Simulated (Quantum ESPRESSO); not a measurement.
## LaBi: equation of state with PBE+D3(BJ)

**The experiment to reproduce.**

From “Tuning the electronic and the crystalline structure of LaBi by pressure”, 2016, arxiv:1607.03560, for a powder of LaBi: bulk modulus 52 ± 1 GPa.

The system is LaBi.

```
Bi La
1.0
     0.00000    3.28250    3.28250
     3.28250    0.00000    3.28250
     3.28250    3.28250    0.00000
Bi La
1 1
Direct
  0.50000 0.50000 0.50000
  0.00000 0.00000 0.00000
```

```
Program             : Quantum ESPRESSO 7.5
Task                : equation of state
Functional          : PBE
Dispersion          : D3(BJ)
Potentials or basis : PseudoDojo 0.4.1 SR PBE standard
Cutoff              : 1497 eV
Density cutoff      : 5987 eV
k mesh              : 7 × 7 × 7
Occupations         : fermi-dirac, width 0.05 eV
Spin                : no spin polarisation
Mixing beta         : 0.5
Most SCF iterations : 120
SCF threshold       : 4e-10 Ry
```

The equilibrium volume is 35.64 Å³/atom and the bulk modulus is 52 GPa. The pressure derivative of the bulk modulus is 4.3.

Energy against volume, from the lowest point:
```tsv
volume (Å³/atom)	energy (meV/atom)
33.246	28.98
33.954	13.67
34.661	4.22
35.368	0.00
36.076	0.55
36.783	5.33
37.490	13.97
```

All runs of the series together: 9.5 min on 1 thread of Intel(R) Xeon(R) Platinum 8259CL CPU @ 2.50GHz (Skylake/Cascade Lake), with other jobs on the host.

A measured bulk modulus of LaBi is 52 GPa (powder; “Tuning the electronic and the crystalline structure of LaBi by pressure”, 2016, arxiv:1607.03560); the calculated 52 GPa misses it by -0.3 %. The fit is for a static lattice scaled at fixed shape and fixed fractional positions.
